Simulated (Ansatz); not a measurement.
**WSi2 (Si2W-type): how the settings move a single-point run**

How sensitive is a single-point run of WSi2 (Si2W-type) to its settings? A reference run comes first, then five runs with altered input.

Computed with Ansatz 0.2.0 (reference: DFT r2SCAN, scalar-relativistic, plane waves, PAW, unless a step's input says otherwise).

2 further runs of the same task are left out: 1 that didn't finish, 1 set aside as unsound or not needed. Runs told in other sessions of the task aren't counted.

## Step 1: The starting structure

Symmetry: I4/mmm, No. 139, tetragonal system. The conventional cell has a = 3.212 Å, b = 3.212 Å, c = 7.804 Å, α = 90.00°, β = 90.00°, γ = 90.00°. Around Si (site symmetry 4mm) lie 5 Si at 2.58 to 2.63 Å and 5 W at 2.61 Å. W (site symmetry 4/mmm) is surrounded by 10 Si at 2.61 Å.

Coordinates:

```
CELL_PARAMETERS angstrom
-1.60577 1.60577 3.90205
1.60577 -1.60577 3.90205
1.60577 1.60577 -3.90205
ATOMIC_POSITIONS crystal
Si 0.33484 0.33484 0.00000
Si 0.66516 0.66516 0.00000
W 0.00000 0.00000 0.00000
```

## Step 2: Reference

input.yaml

```yaml
crystal:
  lattice:
    - [-1.6057705977, 1.6057705977, 3.9020519423]
    - [1.6057705977, -1.6057705977, 3.9020519423]
    - [1.6057705977, 1.6057705977, -3.9020519423]
  atoms:
    - { symbol: Si, position: [0.3348428241, 0.3348428241, 0.0] }
    - { symbol: Si, position: [0.6651571759, 0.6651571759, 0.0] }
    - { symbol: W, position: [0.0, 0.0, 0.0] }
basis:
  ecutwfc: 500
  ecutrho_ratio: 4
kpoints:
  mp_grid: { grid: [14, 14, 14] }
  band_path:
    path:
      - [[0.0, 0.0, 0.0], [0.0, 0.0, 0.5], [0.25, 0.25, 0.25], [0.0, 0.5, 0.0], [0.0, 0.0, 0.0], [0.5, 0.5, -0.5], [0.29233708, 0.70766292, -0.29233708]]
      - [[-0.29233708, 0.29233708, 0.29233708], [0.0, 0.0, 0.0]]
      - [[0.0, 0.0, 0.5], [-0.08467416, 0.08467416, 0.5]]
      - [[0.5, 0.5, -0.08467416], [0.5, 0.5, -0.5]]
    npoints: 14
hamiltonian:
  xc: r2scan
scf:
  occupations: { method: gaussian, width: 0.05 }
  n_extra_bands: 12
output:
  forces: true
  stress: true
  eigenvalues: true
  populations: true
  dos: { projected: true, de: 0.02, nscf_kmesh: { grid: [21, 21, 21] } }
  bader: true
  write_density: true
  write_potential: true
  elf: true
  volumetric_format: npy
```

Launch:

```sh
> ansatz run input.yaml --threads 4 --pin off --max-ram 7168MiB --backend cpu --events-out ev --progress --plain --runs-dir out
```

## Step 3: Changing settings: dr2_threshold 1.0e-08, scf.algorithm density_mixing

input.yaml

```yaml
crystal:
  lattice:
    - [-1.6057705977, 1.6057705977, 3.9020519423]
    - [1.6057705977, -1.6057705977, 3.9020519423]
    - [1.6057705977, 1.6057705977, -3.9020519423]
  atoms:
    - { symbol: Si, position: [0.3348428241, 0.3348428241, 0.0] }
    - { symbol: Si, position: [0.6651571759, 0.6651571759, 0.0] }
    - { symbol: W, position: [0.0, 0.0, 0.0] }
basis:
  ecutwfc: 500
  ecutrho_ratio: 4
kpoints:
  mp_grid: { grid: [14, 14, 14] }
hamiltonian:
  xc: r2scan
scf:
  occupations: { method: gaussian, width: 0.05 }
  convergence: { dr2_threshold: 1.0e-08 }
  algorithm: density_mixing
output:
  forces: true
  stress: true
```

## Step 4: Changed: basis.precision f64, hubbard.sites [{species: W, l: d, u_eff: 5.0}], hubbard.double_counting fll, eigensolver.kind davidson

input.yaml

```yaml
crystal:
  lattice:
    - [-1.6057705977, 1.6057705977, 3.9020519423]
    - [1.6057705977, -1.6057705977, 3.9020519423]
    - [1.6057705977, 1.6057705977, -3.9020519423]
  atoms:
    - { symbol: Si, position: [0.3348428241, 0.3348428241, 0.0] }
    - { symbol: Si, position: [0.6651571759, 0.6651571759, 0.0] }
    - { symbol: W, position: [0.0, 0.0, 0.0] }
basis:
  ecutwfc: 500
  ecutrho_ratio: 4
  precision: f64
kpoints:
  mp_grid: { grid: [14, 14, 14] }
hamiltonian:
  xc: r2scan
  hubbard: { sites: [{ species: W, l: d, u_eff: 5.0 }], double_counting: fll }
scf:
  occupations: { method: gaussian, width: 0.05 }
  eigensolver: { kind: davidson }
output:
  forces: true
  stress: true
```

## Step 5: Variant: xc_grid 4, mp_grid.shift [0.5, 0.5, 0.5], lower_state_search standard

input.yaml

```yaml
crystal:
  lattice:
    - [-1.6057705977, 1.6057705977, 3.9020519423]
    - [1.6057705977, -1.6057705977, 3.9020519423]
    - [1.6057705977, 1.6057705977, -3.9020519423]
  atoms:
    - { symbol: Si, position: [0.3348428241, 0.3348428241, 0.0] }
    - { symbol: Si, position: [0.6651571759, 0.6651571759, 0.0] }
    - { symbol: W, position: [0.0, 0.0, 0.0] }
basis:
  ecutwfc: 500
  ecutrho_ratio: 4
  xc_grid: 4
kpoints:
  mp_grid: { grid: [14, 14, 14], shift: [0.5, 0.5, 0.5] }
hamiltonian:
  xc: r2scan
scf:
  occupations: { method: gaussian, width: 0.05 }
  lower_state_search: standard
output:
  forces: true
  stress: true
  write_density: true
  write_potential: true
  elf: true
  volumetric_format: npy
```

## Step 6: Changing settings: mp_grid.grid [7, 7, 7], eigensolver.kind davidson

input.yaml

```yaml
crystal:
  lattice:
    - [-1.6057705977, 1.6057705977, 3.9020519423]
    - [1.6057705977, -1.6057705977, 3.9020519423]
    - [1.6057705977, 1.6057705977, -3.9020519423]
  atoms:
    - { symbol: Si, position: [0.3348428241, 0.3348428241, 0.0] }
    - { symbol: Si, position: [0.6651571759, 0.6651571759, 0.0] }
    - { symbol: W, position: [0.0, 0.0, 0.0] }
basis:
  ecutwfc: 500
  ecutrho_ratio: 4
kpoints:
  mp_grid: { grid: [7, 7, 7] }
hamiltonian:
  xc: r2scan
scf:
  occupations: { method: gaussian, width: 0.05 }
  eigensolver: { kind: davidson }
output:
  forces: true
  stress: true
  write_density: true
  write_potential: true
  elf: true
  volumetric_format: npy
```

## Step 7: Changing settings: same input

input.yaml

```yaml
crystal:
  lattice:
    - [-1.6057705977, 1.6057705977, 3.9020519423]
    - [1.6057705977, -1.6057705977, 3.9020519423]
    - [1.6057705977, 1.6057705977, -3.9020519423]
  atoms:
    - { symbol: Si, position: [0.3348428241, 0.3348428241, 0.0] }
    - { symbol: Si, position: [0.6651571759, 0.6651571759, 0.0] }
    - { symbol: W, position: [0.0, 0.0, 0.0] }
basis:
  ecutwfc: 500
  ecutrho_ratio: 4
kpoints:
  mp_grid: { grid: [14, 14, 14] }
hamiltonian:
  xc: r2scan
scf:
  occupations: { method: gaussian, width: 0.05 }
output:
  forces: true
  stress: true
```

Before running it: what results should come out? Wanted: for each run, ending; energy change; pressure; gap; force.

The runs gave:

| run | ending | energy change | pressure (GPa) | gap (eV) | force (eV/Å) | cycles | time |
| --- | --- | --- | --- | --- | --- | --- | --- |
| reference | converged | 0 | 0.0 | 0.00 | 0.00 | 7 | 31 s |
| 1: dr2_threshold 1.0e-08, scf.algorithm density_mixing | converged | 0.0 meV/atom | 0.0 | 0.00 | 0.00 | 8 | 7 s |
| 2: basis.precision f64, hubbard.sites [{species: W, l: d, u_eff: 5.0}], hubbard.double_counting fll, eigensolver.kind davidson | converged | +2.01 eV/atom (Hubbard term changed: no physical gain or loss) | -0.6 | 0.00 | 0.34 | 9 | 10 s |
| 3: xc_grid 4, mp_grid.shift [0.5, 0.5, 0.5], lower_state_search standard | converged | 0.0 meV/atom | 0.0 | 0.00 | 0.00 | 7 | 9.1 s |
| 4: mp_grid.grid [7, 7, 7], eigensolver.kind davidson | converged | -0.3 meV/atom | 0.0 | 0.00 | 0.02 | 7 | 2.2 s |
| 5: same input | converged | 0.0 meV/atom | 0.0 | 0.00 | 0.00 | 7 | 6.8 s |

Times don't compare one to one where runs were asked for different outputs or read a saved state (see the inputs); cycles may leave out searches for a lower state.

Residual by cycle in the longest SCF loop of each run; runs are numbered as in the table. The quantity is the density residual dr2, in eV.

```csv
cycle,reference,run 1,run 2,run 3,run 4,run 5
1,0.0549,0.055,1.19,0.0549,0.0562,0.055
2,0.0403,0.0402,0.213,0.0405,0.0405,0.0402
3,0.00186,0.00186,0.0795,0.00186,0.00183,0.00186
4,8.3e-5,7.5e-5,0.00425,7.7e-5,6.7e-5,7.5e-5
5,4.1e-6,4.0e-6,4.5e-4,4.0e-6,4.4e-6,4.0e-6
6,5.9e-7,5.8e-7,8.0e-5,6.0e-7,8.4e-7,5.8e-7
7,1.8e-8,1.7e-8,7.5e-7,1.7e-8,3.5e-8,1.6e-8
8,-,1.4e-9,1.4e-7,-,-,-
9,-,-,7.4e-9,-,-,-
```

Of the converged runs whose energies compare with the reference's, «mp_grid.grid [7, 7, 7], eigensolver.kind davidson» moves the energy most (-0.3 meV/atom). A changed U is a change of model: its shifts are not errors of convergence. The reference leaves spin out although W can carry a moment, so its state need not be the lowest.
